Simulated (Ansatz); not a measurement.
A nudged elastic band was laid between two geometries of a periodic cell of 17 atoms, GaSi16 (host Si, host structure diamond, interstitial Ga).

All numbers below come from Ansatz, DFT LDA, scalar-relativistic, plane waves, PAW. Settings: PAW set soft_1, cutoff 420 eV, k mesh 2x2x2, fermi-dirac smearing 0.05 eV, spin collinear.

```
movable images  : 3
climbing image  : yes
spring          : 5.0 eV/Å²
optimiser       : quadratic models (default)
start path      : default
force threshold : 0.05 eV/Å
iteration limit : 8
end points      : relaxed
```

Image 0:

```xyz
17
Lattice="0.0000 5.4300 5.4300 5.4300 0.0000 5.4300 5.4300 5.4300 0.0000" Properties=species:S:1:pos:R:3
Si -0.010 -0.010 0.013
Si 1.360 1.360 1.328
Si 2.732 2.732 0.017
Si 4.076 4.078 1.361
Si 2.757 -0.045 2.671
Si 4.104 1.358 4.072
Si 5.419 2.729 2.704
Si 6.790 4.043 4.075
Si -0.046 2.757 2.669
Si 1.357 4.104 4.072
Si 2.728 5.420 2.705
Si 4.043 6.790 4.075
Si 2.765 2.764 5.480
Si 4.076 4.077 6.791
Si 5.386 5.385 5.471
Si 6.787 6.787 6.819
Ga 6.796 6.799 4.081
```

Image 4:

Only the atoms that move by more than 0.05 Å are listed.
```
Si2 1.310 1.310 1.310
Si3 2.715 2.715 -0.031
Si4 4.119 4.119 1.312
Si5 2.715 -0.030 2.715
Si6 4.118 1.313 4.118
Si9 -0.030 2.715 2.715
Si10 1.313 4.118 4.118
Si13 2.715 2.715 5.460
Si15 5.430 5.430 5.431
Ga17 8.142 8.143 2.710
```

Problem. Which bonds break or form, and what moves?

Solution. Contacts lost: Si15–Ga17. Contacts made: Si4–Ga17. The atom that moves furthest is Ga17, by 2.34 Å.

Problem. What energy profile does the band end with?

Solution. The run converged. The highest image is number 2 of 0 to 4, 0.70 eV above the ends, which have the same energy within 2 meV. The order of the stationary point at the top wasn't checked. Limits of this set-up: coarse k mesh, PAW files made for another functional.

| image | path coordinate (Å) | energy (eV) | Si15–Ga17 (Å) | Si4–Ga17 (Å) |
| --- | --- | --- | --- | --- |
| 0 | 0.00 | 0.00 | 2.43 | 4.70 |
| 1 | 0.74 | 0.17 | 2.57 | 4.03 |
| 2 | 1.47 | 0.70 | 3.19 | 3.19 |
| 3 | 2.21 | 0.17 | 4.04 | 2.57 |
| 4 | 2.95 | 0.00 | 4.70 | 2.43 |

Problem. What is the geometry of the highest image?

Solution. 
```xyz
17
Lattice="0.0000 5.4300 5.4300 5.4300 0.0000 5.4300 5.4300 5.4300 0.0000" Properties=species:S:1:pos:R:3
Si -0.192 -0.191 0.193
Si 1.262 1.262 1.247
Si 2.655 2.655 -0.010
Si 3.881 3.881 1.550
Si 2.811 -0.110 2.619
Si 4.185 1.262 4.169
Si 5.441 2.655 2.776
Si 6.849 4.063 4.012
Si -0.110 2.812 2.619
Si 1.262 4.185 4.169
Si 2.655 5.442 2.776
Si 4.063 6.849 4.012
Si 2.812 2.812 5.542
Si 4.266 4.266 6.596
Si 5.623 5.624 5.238
Si 6.849 6.849 6.799
Ga 7.467 7.468 3.395
```

Time of the run: 26 s on 2 threads of AMD EPYC 9R45 96-Core Processor (Zen 5), on a shared host, peak memory 1.2 GiB.
